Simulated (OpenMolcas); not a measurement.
**Ta⁴⁺ among point charges: CASSCF and CASPT2 levels and susceptibility**

How does a field of 6 point charges split the states of Ta⁴⁺, and what χT follows?

Method: state-averaged CASSCF and CASPT2, spin-orbit coupling by RASSI with atomic mean-field integrals. Code: OpenMolcas 26.06.

### 1 What is computed

```
Species                           : Ta⁴⁺ (tantalum, Z = 73, 69 electrons)
Basis                             : ANO-RCC-VDZP [7s6p4d2f1g], 68 functions
Scalar Hamiltonian                : DKH2, point nucleus
Inactive shells                   : 1s 2s 2p 3s 3p 3d 4s 4p 4d 4f 5s 5p
Active space                      : 1 electron in 5 orbitals (5d)
Some configurations of this space : 5d
Orbitals                          : optimised for each spin and parity, averaged over all roots
```

Outer shells as boxes (Hund's rule):

5d
```
5d [↑ ][  ][  ][  ][  ]
```

The ion sits among 6 point charges of -1.36 e arranged as an octahedron (Oh), 1.98 Å from the ion.

Each step is its own input file, run in one work folder so that later steps find the files of earlier ones. Labels, J, g values, rates, χT and fits are worked out afterwards by a script from the matrices that RASSI stores. The input lists half of the charges; inversion (Group=XYZ) makes the rest.

### 2 Basis and integrals

The input, a.inp:

```
&GATEWAY
Coord
1

Ta 0.0 0.0 0.0
Basis=ANO-RCC-VDZP
Group=XYZ
NoMove
AngMom=0.0 0.0 0.0
AMFI
XField
3 Angstrom 0
1.980000 0.000000 0.000000 -1.360000
0.000000 1.980000 0.000000 -1.360000
0.000000 0.000000 1.980000 -1.360000
&SEWARD
```

Launch:

```
> OMP_NUM_THREADS=1 MOLCAS_MEM=1689 MOLCAS_PROJECT=a pymolcas a.inp > a.log
```

### 3 CASSCF: doublets of even parity, 5 roots

The input, a.inp:

```
&RASSCF
FileOrb=start.orb
Symmetry=1
Spin=2
nActEl=1 0 0
Inactive=15 19
Ras2=5 0
CIRoot=5 5 1
SDav=5
CIMx=300
Iter=120 100
PrWF=0.3
OrbListing=Nothing
MaxOrb=0
>>> COPY $Project.JobIph JOB001
```

start.orb holds the contracted functions of the basis, ordered by shell, or the orbitals of the step before.

### 4 RASSI: spin-orbit coupling between the states

The input, a.inp:

```
&RASSI
NrOfJobIphs=1 5
1 2 3 4 5
IphNames
JOB001
EJob
SpinOrbit
DIPRint=1.0
SOCoupling=1000.0
Subsets=2
Property=9
'ANGMOM' 1 'ANGMOM' 2 'ANGMOM' 3 'MLTPL  1' 1 'MLTPL  1' 2 'MLTPL  1' 3
'AMFI' 1 'AMFI' 2 'AMFI' 3
SOProperty=3
'ANGMOM' 1 'ANGMOM' 2 'ANGMOM' 3
```

### 5 CASPT2: IPEA 0.25, imaginary shift 0.1 (closed shells correlated: 4f 5s 5p)

The input, a.inp:

```
>>> COPY JOB001 $Project.JobIph
&CASPT2
Multistate=5 1 2 3 4 5
NoMult
Frozen=14 9
IPEA=0.25
Imaginary=0.1
MaxIter=60
WThr=0.0 0.3 0.05
PrWF=0.5
NoMix
```

(Steps that only read results are left out.)

**Question.** What will these runs give? Wanted: spin-free ground state; first state of the same spin within the active space; lowest level; next level.

**Answer**, as computed:

| quantity | value |
| --- | --- |
| method | SS-CASPT2, IPEA 0.25, imaginary shift 0.1 (closed shells correlated: 4f 5s 5p) |
| spin-free ground state | 2T2, 3-fold in its orbital part |
| first state of the same spin within the active space | 2E at 14500 cm⁻¹ |
| lowest level | 4-fold Γ8 |
| next level | 4970.4 cm⁻¹ |
| χT at 300 K | 0.11 cm³ K/mol |
| effective moment at 300 K | 0.92 μB |

Cost by method:

```
                                                 method  time of its own steps  time with the reference
                                              A. CASSCF                  1.7 s                    1.7 s
B. SS-CASPT2, IPEA 0.25, imaginary shift 0.1, +4f 5s 5p                 0.77 s                    2.4 s
```

Times are of one thread on a shared host.

In words: The spin-free ground state (2T2) comes to 100 % from free-ion D terms and keeps the highest spin of the shell. χT at 300 K is 0.11, against 0.38 cm³ K/mol for the spin alone, so orbital moment lowers it. A ligand-field fit to the states below 45000 cm-1 gives 10Dq = 14516 cm-1, the gap between the two states. CASPT2 does not keep the components of a term degenerate, and the means are used. The field of point charges can differ much from that of real complexes. Point charges carry no covalency, so the field is a model and not that of real ligands.
